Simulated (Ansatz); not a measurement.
This script makes a test of scalar relativity of GaH with the Python package of Ansatz (0.2.0).

`x2c.py`:
```python
# -*- coding: utf-8 -*-
import ansatz as az
from ase import Atoms
import numpy as np

XC = "hf"


def main():
    atoms = Atoms(["Ga", "H"], positions=[
        [0.0, 0.0, 0.0],
        [0.0, 0.0, 1.525],
    ])
    geometry = az.Crystal.molecule_from_ase(atoms)

    base = geometry.calculation().functional(XC).forces()
    sets = {"none": "cc-pVTZ", "scalar": "cc-pVTZ-DK"}
    found = {kind: base.basis(gaussian=basis).pseudopotentials(relativity=kind).run(threads=1).report for kind, basis in sets.items()}
    for kind, each in found.items():
        dipole = 4.803205 * np.linalg.norm(each["charge_distribution"]["dipole_moment_e_ang"])
        print(f"{kind:7s} E = {each['free_energy_ev']:.4f} eV  dipole {dipole:.3f} D  largest force component {np.abs(each['forces_ev_ang']).max():.4f} eV/A")
    print(f"relativity lowers the total energy by {found['none']['free_energy_ev'] - found['scalar']['free_energy_ev']:.3f} eV")


if __name__ == "__main__":
    main()
```

What does scalar relativity change in the total energy and in the dipole?

The total moves by -514.9 eV, nearly all in the cores, and the dipole from 0.60 to 0.49 D.

What the script printed:

```console
$ python x2c.py
none    E = -52350.1500 eV  dipole 0.597 D  largest force component 2.0305 eV/A
scalar  E = -52865.0633 eV  dipole 0.493 D  largest force component 1.9458 eV/A
relativity lowers the total energy by 514.913 eV
```

Caveats:
- Total energies depend on the basis set; only differences at equal settings carry meaning.
- The geometry is a force-field or estimated start, not a minimum of this method. The basis set changes with the Hamiltonian (a set recontracted for scalar relativity), and most of the change in the total lies in the cores.
- Run time: 2 s on 1 thread of Arm Neoverse V1, with other jobs on the host, peak memory 0.13 GiB.
